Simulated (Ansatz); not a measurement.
# BH4N2SSb: small, medium and large basis sets

The task here is to estimate one member of a computed series from the others.

Program: Ansatz 0.2.0, Gaussian basis. Level of theory: one geometry, several basis sets. These are calculated values, not measurements.

The runs, in order: PBE0-D4/def2-SVP; ωB97M-V/def2-SVP; PBE0-D4/def2-QZVPP; ωB97M-V/def2-QZVPP; the functionals' def2-TZVPP values are taken from earlier runs.

## The geometry

An earlier PBE0-D4 in a triple-zeta def2 set relaxation fixed the geometry. Sb takes the def2 core potential; no spin-orbit term is included.

SMILES `NB1[NH][SbH][S]1`, 9 atoms, charge 0, spin multiplicity 1.

Atoms are counted from 1 here; the program's logs count them from 0.

Bond lengths: N1–B2 1.403 Å, N1–H6 1.004 Å, N1–H7 1.003 Å, B2–N3 1.422 Å, B2–S5 1.869 Å, N3–Sb4 2.033 Å, N3–H8 1.006 Å, Sb4–S5 2.425 Å, Sb4–H9 1.729 Å. Angles: B2–N1–H6 123.2°, B2–N1–H7 122.5°, H6–N1–H7 114.3°, N1–B2–N3 128.2°, N1–B2–S5 122.7°, N3–B2–S5 109.1°, B2–N3–Sb4 100.5°, B2–N3–H8 127.7°, Sb4–N3–H8 128.5°, N3–Sb4–S5 73.8°, N3–Sb4–H9 96.5°, S5–Sb4–H9 96.5°, B2–S5–Sb4 76.2°.

The first run:

Input file in.yaml:

```yaml
crystal:
  periodic: [false, false, false]
  atoms:
    - {symbol: N, position_ang: [1.165383, 1.060547, -0.793016]}
    - {symbol: B, position_ang: [0.122310, 0.251410, -0.317168]}
    - {symbol: N, position_ang: [0.209858, -0.888700, 0.528860]}
    - {symbol: Sb, position_ang: [-1.716903, -1.536043, 0.479035]}
    - {symbol: S, position_ang: [-1.668540, 0.545371, -0.763860]}
    - {symbol: H, position_ang: [2.127871, 0.920856, -0.542655]}
    - {symbol: H, position_ang: [1.005352, 1.850143, -1.391181]}
    - {symbol: H, position_ang: [1.036098, -1.399394, 0.789852]}
    - {symbol: H, position_ang: [-2.192829, -0.850591, 1.993133]}
basis:
  gaussian: {orbitals: def2-SVP}
hamiltonian: {xc: pbe0, dispersion: d4}
output: {orbitals: {seedname: orbitals}}
```

Run with:

```console
$ ansatz run in.yaml --threads 4 --pin off --events-out ev --progress --plain --max-ram 10444MiB
```

Among the steps run: PBE0-D4 in def2-SVP; ωB97M-V in def2-SVP; PBE0-D4 in def2-QZVPP; ωB97M-V in def2-QZVPP.

One table of the session follows, with a row left open; its other results are not shown here.

It belongs to the step «Functionals by basis». 

| functional | basis | HOMO (eV) |
| --- | --- | --- |
| PBE0-D4 | def2-SVP | -6.35 |
| PBE0-D4 | def2-TZVPP | -6.54 |
| PBE0-D4 | def2-QZVPP | ? |
| ωB97M-V | def2-SVP | -8.41 |
| ωB97M-V | def2-TZVPP | -8.64 |
| ωB97M-V | def2-QZVPP | -8.68 |

Q: Estimate the row for PBE0-D4, def2-QZVPP from the others.

As computed: HOMO (eV): -6.58. In the column «HOMO (eV)» it lies between ωB97M-V, def2-SVP (-8.41) and PBE0-D4, def2-TZVPP (-6.54).
